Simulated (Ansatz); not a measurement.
# CH6GeOSe: two geometries relaxed

Are the two ends of the rotation by 120° about the Ge2–Se4 bond separate minima, and which lies lower? Each is relaxed from a guess. SMILES of the start: [CH3][GeH]([OH])[SeH].

Method: RKS LDA/def2-SVP, in Ansatz 0.2.0.

## (1) The system as given

Bond lengths: C1–Ge2 1.876 Å, Ge2–O3 1.766 Å, Ge2–Se4 2.408 Å, C1–H5 1.146 Å, C1–H6 1.132 Å, C1–H7 1.147 Å, Ge2–H8 1.516 Å, O3–H9 1.007 Å, Se4–H10 1.522 Å. Angles: C1–Ge2–O3 108.8°, C1–Ge2–Se4 110.1°, C1–Ge2–H8 110.7°, O3–Ge2–Se4 108.6°, O3–Ge2–H8 109.2°, Se4–Ge2–H8 109.3°, Ge2–C1–H5 112.2°, Ge2–C1–H6 113.2°, Ge2–C1–H7 111.3°, H5–C1–H6 107.1°, H5–C1–H7 106.8°, H6–C1–H7 105.8°, Ge2–O3–H9 108.5°, Ge2–Se4–H10 88.5°.

Coordinates:

```xyz
10

C    -1.2322    0.3950   -0.1386
Ge    0.1950   -0.7705    0.2139
O     1.0183   -0.2353    1.6814
Se    1.7672   -0.7298   -1.6090
H    -1.8069    0.1021   -1.0857
H    -1.9851    0.4469    0.7052
H    -0.8630    1.4697   -0.2943
H    -0.3073   -2.1873    0.4113
H     1.3905    0.6862    1.5201
H     1.9066    0.7718   -1.4013
```

## (2) End point A

Input file input.yaml:

```yaml
crystal:
  periodic: [false, false, false]
  atoms:
    - { symbol: C, position_ang: [-1.2322, 0.395, -0.1386] }
    - { symbol: Ge, position_ang: [0.195, -0.7705, 0.2139] }
    - { symbol: O, position_ang: [1.0183, -0.2353, 1.6814] }
    - { symbol: Se, position_ang: [1.7672, -0.7298, -1.609] }
    - { symbol: H, position_ang: [-1.8069, 0.1021, -1.0857] }
    - { symbol: H, position_ang: [-1.9851, 0.4469, 0.7052] }
    - { symbol: H, position_ang: [-0.863, 1.4697, -0.2943] }
    - { symbol: H, position_ang: [-0.3073, -2.1873, 0.4113] }
    - { symbol: H, position_ang: [1.3905, 0.6862, 1.5201] }
    - { symbol: H, position_ang: [1.9066, 0.7718, -1.4013] }
basis:
  gaussian: { orbitals: def2-SVP }
hamiltonian:
  xc: lda
relax:
  f_tol: 0.015
  max_steps: 40
```

The run is started by

```
> ansatz run input.yaml --threads 2 --pin off --max-ram 3072MiB --backend cpu --events-out ev --progress --plain --runs-dir out
```

Output, cut to the lines that bear on the results:

```text
Warning: RAYON_NUM_THREADS=2 ignored (pool sized by the plan → 2); use --threads N
[...]
Functional definition: SPW92
[...]
1346 factors; their error is unknown
[...]
mean field -124828.71293772 eV, -4587.3705885205 hartree, gradient 1.8e-5 eV, S^2 0.000000; 0 other end points of the search recorded, 0 dependent functions left out
[...]
reference -124828.71296942 eV, -4587.3705896855 hartree; 43, 43 occupied and 79, 79 virtual orbitals, 1346 factors
relax step   1: F+E_penalty+E_count = -124828.71293772 eV  Δ(F+E_penalty+E_count) = +0.000e0 eV  max|allowed force component| = 1.669e0 eV/Å  Δτ_max = 0.0000 Å  (28 SCF iters, accepted)
[...]
relax step   5: F+E_penalty+E_count = -124828.91481695 eV  Δ(F+E_penalty+E_count) = -1.159e-2 eV  max|allowed force component| = 8.669e-2 eV/Å  Δτ_max = 0.2000 Å  (29 SCF iters, accepted)
[...]
relax step   9: F+E_penalty+E_count = -124828.92698961 eV  Δ(F+E_penalty+E_count) = -3.690e-4 eV  max|allowed force component| = 2.600e-1 eV/Å  Δτ_max = 0.0999 Å  (28 SCF iters, accepted)
[...]
relax step  13: F+E_penalty+E_count = -124828.93595452 eV  Δ(F+E_penalty+E_count) = -3.457e-3 eV  max|allowed force component| = 9.129e-2 eV/Å  Δτ_max = 0.1000 Å  (28 SCF iters, accepted)
[...]
relax step  15: F+E_penalty+E_count = -124828.93919198 eV  Δ(F+E_penalty+E_count) = -3.237e-3 eV  max|allowed force component| = 8.334e-2 eV/Å  Δτ_max = 0.0605 Å  (28 SCF iters, accepted)
[...]
relax step  16: F+E_penalty+E_count = -124828.94166164 eV  Δ(F+E_penalty+E_count) = -2.470e-3 eV  max|allowed force component| = 3.472e-1 eV/Å  Δτ_max = 0.0737 Å  (29 SCF iters, accepted)
[...]
1346 factors; their error is unknown
[...]
mean field -124828.93801714 eV, -4587.3788600366 hartree, gradient 1.3e-5 eV, S^2 0.000000; 0 other end points of the search recorded, 0 dependent functions left out
[...]
```

## (3) The output, continued: end point A relaxed

Output, continued, cut to the lines that bear on the results:

```text
reference -124828.93804966 eV, -4587.3788612320 hartree; 43, 43 occupied and 79, 79 virtual orbitals, 1346 factors
relax step  17: F+E_penalty+E_count = -124828.93801714 eV  Δ(F+E_penalty+E_count) = +3.645e-3 eV  max|allowed force component| = 8.849e-1 eV/Å  Δτ_max = 0.1047 Å  (29 SCF iters, rejected (line search))
[...]
relax step  20: F+E_penalty+E_count = -124828.96353087 eV  Δ(F+E_penalty+E_count) = -1.084e-2 eV  max|allowed force component| = 2.016e-1 eV/Å  Δτ_max = 0.0843 Å  (28 SCF iters, accepted)
[...]
relax step  23: F+E_penalty+E_count = -124828.98296009 eV  Δ(F+E_penalty+E_count) = -5.134e-3 eV  max|allowed force component| = 1.223e-1 eV/Å  Δτ_max = 0.0917 Å  (29 SCF iters, accepted)
[...]
relax step  26: F+E_penalty+E_count = -124828.98463055 eV  Δ(F+E_penalty+E_count) = -6.914e-4 eV  max|allowed force component| = 1.158e-2 eV/Å  Δτ_max = 0.0312 Å  (29 SCF iters, accepted)
[...]
Atom 0 at    -1.334212     0.445944    -0.224206 Å, force     0.002162     0.001577    -0.001462 eV/Å
Atom 1 at     0.209552    -0.602443     0.226091 Å, force    -0.000281     0.001227    -0.000089 eV/Å
Atom 2 at     0.866700     0.201152     1.665374 Å, force    -0.000548    -0.000472    -0.000284 eV/Å
Atom 3 at     1.799196    -0.650631    -1.498601 Å, force    -0.000477     0.001830     0.000355 eV/Å
Atom 4 at    -1.838208     0.025412    -1.117139 Å, force     0.000215    -0.000022     0.000255 eV/Å
Atom 5 at    -2.040378     0.455367     0.631640 Å, force    -0.000225     0.000205     0.001181 eV/Å
Atom 6 at    -1.017410     1.487243    -0.437628 Å, force    -0.000420    -0.002356     0.000224 eV/Å
Atom 7 at    -0.078808    -2.102030     0.499057 Å, force     0.000045    -0.000445    -0.000032 eV/Å
Atom 8 at     1.755319    -0.138322     1.886452 Å, force    -0.000251     0.000019    -0.000004 eV/Å
Atom 9 at     1.761350     0.827106    -1.628040 Å, force    -0.000219    -0.001563    -0.000143 eV/Å
Dipole moment:    -0.103691     0.043415     0.010418 e Å
```

Run time: 37 s. Hardware: 2 threads of Intel Xeon Platinum 8488C (Sapphire Rapids), shared host; peak memory 0.2 GiB.

Relaxation path:

```
step  energy from step 1 (eV)  largest force component (eV/Å)
   1                   0.0000                          1.6688
   2                  -0.1571                          0.6933
   3                  -0.1795                          0.1772
   4                  -0.1903                          0.1252
   5                  -0.2019                          0.0867
   6                  -0.2086                          0.0653
  7x                  -0.2027                          0.6056
   8                  -0.2137                          0.0328
   9                  -0.2141                          0.2600
  10                  -0.2173                          0.1239
 11x                  -0.2107                          0.2765
  12                  -0.2196                          0.0624
  13                  -0.2230                          0.0913
 14x                  -0.2094                          1.1545
  15                  -0.2263                          0.0833
  16                  -0.2287                          0.3472
 17x                  -0.2251                          0.8849
  18                  -0.2338                          0.2834
  19                  -0.2398                          0.2142
  20                  -0.2506                          0.2016
  21                  -0.2649                          0.1209
 22x                  -0.2452                          0.3981
  23                  -0.2700                          0.1223
 24x                  -0.2115                          2.1103
  25                  -0.2710                          0.0578
  26                  -0.2717                          0.0116
  27                  -0.2717                          0.0259
 28x                  -0.2716                          0.0522
  29                  -0.2718                          0.0024
```

Step 1 is the start. 7 steps were tried and not accepted (marked x).

After: Bond lengths: C1–Ge2 1.920 Å, Ge2–O3 1.775 Å, Ge2–Se4 2.346 Å, C1–H5 1.108 Å, C1–H6 1.110 Å, C1–H7 1.109 Å, Ge2–H8 1.551 Å, O3–H9 0.977 Å, Se4–H10 1.484 Å. Angles: C1–Ge2–O3 103.9°, C1–Ge2–Se4 112.6°, C1–Ge2–H8 114.8°, O3–Ge2–Se4 110.8°, O3–Ge2–H8 111.3°, Se4–Ge2–H8 103.6°, Ge2–C1–H5 110.3°, Ge2–C1–H6 109.6°, Ge2–C1–H7 109.2°, H5–C1–H6 109.6°, H5–C1–H7 109.3°, H6–C1–H7 108.8°, Ge2–O3–H9 111.3°, Ge2–Se4–H10 91.5°.

## (4) Relaxing end B

The second end starts from a geometry with the move made by hand.

input.yaml: that of step 2 with these lines changed.

```diff
@@ -12,3 +12,3 @@
     - { symbol: H, position_ang: [1.3905, 0.6862, 1.5201] }
-    - { symbol: H, position_ang: [1.9066, 0.7718, -1.4013] }
+    - { symbol: H, position_ang: [0.66983, -1.27277, -2.51363] }
 basis:
```

The run is started by

```
> ansatz run input.yaml --threads 2 --pin off --max-ram 3072MiB --backend cpu --events-out ev --progress --plain --runs-dir out
```

Output, cut to the lines that bear on the results:

```text
Warning: RAYON_NUM_THREADS=2 ignored (pool sized by the plan → 2); use --threads N
[...]
[... 1 set-up line as earlier in the session ...]
[...]
1346 factors; their error is unknown
[...]
mean field -124828.67989197 eV, -4587.3693741116 hartree, gradient 6.1e-5 eV, S^2 0.000000; 0 other end points of the search recorded, 0 dependent functions left out
[...]
reference -124828.67992361 eV, -4587.3693752744 hartree; 43, 43 occupied and 79, 79 virtual orbitals, 1346 factors
relax step   1: F+E_penalty+E_count = -124828.67989197 eV  Δ(F+E_penalty+E_count) = +0.000e0 eV  max|allowed force component| = 1.681e0 eV/Å  Δτ_max = 0.0000 Å  (28 SCF iters, accepted)
[...]
relax step   5: F+E_penalty+E_count = -124828.86454517 eV  Δ(F+E_penalty+E_count) = -1.357e-2 eV  max|allowed force component| = 1.721e-1 eV/Å  Δτ_max = 0.2000 Å  (29 SCF iters, accepted)
[...]
relax step   9: F+E_penalty+E_count = -124828.91402262 eV  Δ(F+E_penalty+E_count) = -8.209e-3 eV  max|allowed force component| = 7.189e-2 eV/Å  Δτ_max = 0.1279 Å  (29 SCF iters, accepted)
[...]
relax step  13: F+E_penalty+E_count = -124828.93202515 eV  Δ(F+E_penalty+E_count) = -1.440e-3 eV  max|allowed force component| = 1.340e-1 eV/Å  Δτ_max = 0.0951 Å  (28 SCF iters, accepted)
[...]
relax step  16: F+E_penalty+E_count = -124828.92482404 eV  Δ(F+E_penalty+E_count) = +1.047e-2 eV  max|allowed force component| = 9.927e-1 eV/Å  Δτ_max = 0.1404 Å  (29 SCF iters, rejected (line search))
[...]
relax step  17: F+E_penalty+E_count = -124828.93850348 eV  Δ(F+E_penalty+E_count) = -3.208e-3 eV  max|allowed force component| = 1.050e-1 eV/Å  Δτ_max = 0.0702 Å  (28 SCF iters, accepted)
[...]
1346 factors; their error is unknown
mean field -124828.93794343 eV, -4587.3788573280 hartree, gradient 1.3e-5 eV, S^2 0.000000; 0 other end points of the search recorded, 0 dependent functions left out
[...]
```

## (5) The output, continued: end point B relaxed

Output, continued, cut to the lines that bear on the results:

```text
reference -124828.93797590 eV, -4587.3788585213 hartree; 43, 43 occupied and 79, 79 virtual orbitals, 1346 factors
relax step  18: F+E_penalty+E_count = -124828.93794343 eV  Δ(F+E_penalty+E_count) = +5.601e-4 eV  max|allowed force component| = 6.440e-1 eV/Å  Δτ_max = 0.0972 Å  (29 SCF iters, rejected (line search))
[...]
relax step  21: F+E_penalty+E_count = -124828.94699186 eV  Δ(F+E_penalty+E_count) = -2.788e-3 eV  max|allowed force component| = 5.657e-1 eV/Å  Δτ_max = 0.0740 Å  (29 SCF iters, accepted)
[...]
relax step  24: F+E_penalty+E_count = -124828.98140775 eV  Δ(F+E_penalty+E_count) = -1.126e-2 eV  max|allowed force component| = 8.627e-2 eV/Å  Δτ_max = 0.0869 Å  (29 SCF iters, accepted)
[...]
relax step  27: F+E_penalty+E_count = -124828.98428535 eV  Δ(F+E_penalty+E_count) = -9.294e-4 eV  max|allowed force component| = 2.585e-2 eV/Å  Δτ_max = 0.0679 Å  (28 SCF iters, accepted)
[...]
Atom 0 at    -1.451284     0.283529    -0.249501 Å, force    -0.003358     0.002252     0.003047 eV/Å
Atom 1 at     0.092251    -0.754572     0.223949 Å, force    -0.001067    -0.003878    -0.006272 eV/Å
Atom 2 at     0.993472     0.301058     1.329468 Å, force     0.012019     0.000029    -0.000218 eV/Å
Atom 3 at     1.400046    -1.320436    -1.639886 Å, force    -0.005039     0.009388    -0.000433 eV/Å
Atom 4 at    -2.092090    -0.277714    -0.958310 Å, force     0.000516    -0.000914    -0.000768 eV/Å
Atom 5 at    -2.031879     0.525623     0.664665 Å, force     0.000963     0.000619    -0.000666 eV/Å
Atom 6 at    -1.119877     1.230375    -0.722644 Å, force    -0.001302    -0.002051    -0.001967 eV/Å
Atom 7 at    -0.218726    -2.124634     0.880804 Å, force    -0.000959    -0.003465     0.004102 eV/Å
Atom 8 at     1.894662    -0.040365     1.488674 Å, force    -0.006830     0.002111     0.002595 eV/Å
Atom 9 at     1.379757     0.081367    -2.126549 Å, force     0.005057    -0.004090     0.000581 eV/Å
Dipole moment:    -0.100197     0.054456     0.008042 e Å
```

It took 40 s on 2 threads of Intel Xeon Platinum 8488C (Sapphire Rapids), shared host; peak memory 0.19 GiB.

Step by step:

```
step  energy from step 1 (eV)  largest force component (eV/Å)
   1                   0.0000                          1.6813
   2                  -0.1446                          0.6643
   3                  -0.1619                          0.2509
   4                  -0.1711                          0.1432
   5                  -0.1847                          0.1721
   6                  -0.2010                          0.0627
   7                  -0.2033                          0.4657
   8                  -0.2259                          0.1551
   9                  -0.2341                          0.0719
  10                  -0.2464                          0.0616
 11x                  -0.2194                          0.3292
  12                  -0.2507                          0.0512
  13                  -0.2521                          0.1340
  14                  -0.2531                          0.1976
  15                  -0.2554                          0.0642
 16x                  -0.2449                          0.9927
  17                  -0.2586                          0.1050
 18x                  -0.2581                          0.6440
  19                  -0.2610                          0.0518
  20                  -0.2643                          0.1062
  21                  -0.2671                          0.5657
  22                  -0.2774                          0.2253
  23                  -0.2903                          0.2678
  24                  -0.3015                          0.0863
 25x                  -0.2940                          0.3332
  26                  -0.3035                          0.1156
  27                  -0.3044                          0.0259
 28x                  -0.3042                          0.0485
  29                  -0.3047                          0.0120
```

Step 1 is the start. 5 steps were tried and not accepted (marked x).

After: Bond lengths: C1–Ge2 1.919 Å, Ge2–O3 1.774 Å, Ge2–Se4 2.346 Å, C1–H5 1.108 Å, C1–H6 1.110 Å, C1–H7 1.109 Å, Ge2–H8 1.551 Å, O3–H9 0.977 Å, Se4–H10 1.484 Å. Angles: C1–Ge2–O3 103.9°, C1–Ge2–Se4 112.5°, C1–Ge2–H8 114.9°, O3–Ge2–Se4 110.8°, O3–Ge2–H8 111.3°, Se4–Ge2–H8 103.6°, Ge2–C1–H5 110.4°, Ge2–C1–H6 109.6°, Ge2–C1–H7 109.1°, H5–C1–H6 109.6°, H5–C1–H7 109.4°, H6–C1–H7 108.8°, Ge2–O3–H9 111.2°, Ge2–Se4–H10 91.4°.

## (6) What came out

```
                           quantity                     value
                              end A  21 moves, 0.272 eV lower
                              end B  23 moves, 0.305 eV lower
largest difference between the ends                    0.03 Å
            end B relative to end A                 +0.000 eV
```

The two relaxations end at one structure, within 0.03 Å: no second minimum was found from this start, which doesn't rule one out.
